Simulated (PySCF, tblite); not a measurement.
# C6H5F2OSi+: geometry, infrared bands and NMR shifts

Wanted: the infrared bands and NMR shifts of C6H5F2OSi+ (`O=C1C=CC=C(C(F)F)[SiH+]1`), by calculation.

Computed with tblite 0.8.0 and PySCF 2.14.0, with density-fitted response routines of our own, on a single molecule in the gas phase. Atoms are numbered from 0 throughout.

### 1 The starting structure

15 atoms, charge 1, multiplicity 1; geometry from: force field or distance geometry start.

Bonds of the start (Å): O0–C1 1.25, C1–C2 1.45, C2–C3 1.29, C3–C4 1.43, C4–C5 1.31, C5–C6 1.49, C6–F7 1.38, C6–F8 1.37, C5–Si9 1.87, Si9–C1 1.87, C2–H10 1.12, C3–H11 1.12, C4–H12 1.10, C6–H13 1.13, Si9–H14 1.48.

### 2 Geometry optimisation with GFN2-xTB

Job settings and geometry (Å):

```
{"job": {"kind": "relax", "xc": "GFN2-xTB", "basis": "xTB"}, "charge": 1, "multiplicity": 1}
O     -2.694400     1.942300     0.873700
C     -1.850500     1.113000     0.486100
C     -2.144600    -0.137400    -0.177200
C     -1.313500    -1.023800    -0.601000
C      0.115400    -1.031300    -0.481200
C      0.862400    -0.097800     0.053900
C      2.351100    -0.152800     0.128600
F      2.841400    -1.305500    -0.444600
F      2.924900     0.970300    -0.403700
Si    -0.024700     1.381600     0.776300
H     -3.233500    -0.322000    -0.357900
H     -1.763700    -1.923000    -1.090900
H      0.664600    -1.891100    -0.893100
H      2.654500    -0.226200     1.213400
H      0.606200     2.711800     0.895600
```

Launch:

```sh
$ OMP_NUM_THREADS=1 python probes_run.py task.json out
```

This one command runs all jobs of the session in turn.

**Question.** This job is followed by: GFN2-xTB harmonic vibrations, gas phase; GIAO PBE0/pcSseg-1 NMR shielding, non-relativistic, gas phase. Predict these results of the whole session: strongest single infrared mode (GFN2-xTB); zero-point energy (GFN2-xTB); 13C shifts against TMS (PBE0/pcSseg-1); 1H shifts against TMS (PBE0/pcSseg-1); 17O shifts against H2O (PBE0/pcSseg-1); 19F shifts against CFCl3 (PBE0/pcSseg-1, means over atoms taken as alike); 29Si shifts against TMS (PBE0/pcSseg-1).

As calculated:

| quantity | value |
| --- | --- |
| strongest single infrared mode (GFN2-xTB) | 1706 cm⁻¹, 262 km/mol |
| zero-point energy (GFN2-xTB) | 57.6 kcal/mol |
| 13C shifts against TMS (PBE0/pcSseg-1) | 204.9, 170.6, 170.1, 143.8, 143.2, 117.3 ppm |
| 1H shifts against TMS (PBE0/pcSseg-1) | 8.60, 8.39, 7.74, 6.85, 6.69 ppm |
| 17O shifts against H2O (PBE0/pcSseg-1) | 1040.7 ppm |
| 19F shifts against CFCl3 (PBE0/pcSseg-1, means over atoms taken as alike) | -113.5 ppm |
| 29Si shifts against TMS (PBE0/pcSseg-1) | 206.3 ppm |

Over 103 steps the energy fell by 0.747 eV; of the close pairs, C1–Si9 changed most, 1.868 to 1.981 Å. All 39 modes are real, so the xTB geometry is a minimum. The strongest single mode, at 1706 cm⁻¹, moves mainly C1 and O0. Unscaled tight-binding wavenumbers are off by several per cent, some by more. Its intensities can rank the bands wrongly. At PBE0/pcSseg-1: Shielding is most anisotropic at O0 (span 2221 ppm, paramagnetic term -1098 ppm).
